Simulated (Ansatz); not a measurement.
# Ge3N: the cost of one run

Program: Ansatz 0.2.0. Level of theory: DFT PBE, scalar-relativistic, plane waves, PAW. These are calculated values, not measurements.

## Step 1: The structure to begin with

The structure is trigonal, space group R-3m (No. 166). Conventional cell: a = 5.423 Å, b = 5.423 Å, c = 8.576 Å, α = 90.00°, β = 90.00°, γ = 120.00°. Around Ge (site symmetry 2/m) lie 2 N at 2.12 Å. N (site symmetry -3m) has 6 Ge at 2.12 Å in its first shell of neighbours.

Coordinates:

```xyz
4
Lattice="2.7116 1.5655 2.8586 -2.7116 1.5655 2.8586 0.0000 -3.1311 2.8586" Properties=species:S:1:pos:R:3 pbc="T T T"
Ge    0.0000    1.5655    2.8586
Ge   -1.3558   -0.7828    2.8586
Ge    1.3558   -0.7828    2.8586
N     0.0000    0.0000    4.2879
```

The cell is invented: random cell by space group and Wyckoff sites (R-3m, No. 166). Lengths come from tabulated atomic sizes and are only a guess.

## Step 2: Probe: one point on a coarse mesh

input.yaml reads:

```yaml
crystal:
  lattice:
    - [2.71160641, 1.56554669, 2.85859647]
    - [-2.71160641, 1.56554669, 2.85859647]
    - [0.0, -3.13109338, 2.85859647]
  atoms:
    - { symbol: Ge, position: [0.5, 0.5, 0.0] }
    - { symbol: Ge, position: [0.0, 0.5, 0.5] }
    - { symbol: Ge, position: [0.5, 0.0, 0.5] }
    - { symbol: "N", position: [0.5, 0.5, 0.5] }
basis:
  ecutwfc: 420
kpoints:
  mp_grid: { grid: [6, 6, 6] }
hamiltonian:
  xc: pbe
scf:
  occupations: { method: gaussian, width: 0.1 }
  lower_state_search: "off"
output:
  forces: true
  stress: true
  eigenvalues: true
```

Launch:

```
$ ansatz run input.yaml --threads 1 --pin off --max-ram 2560MiB --backend cpu --events-out ev --progress --plain --runs-dir out
```

**Question.** How long does this run take on 1 thread of Intel Xeon at 2.70GHz, shared host, and how much memory does it need?

About 3 s, with a peak of 0.38 GiB.
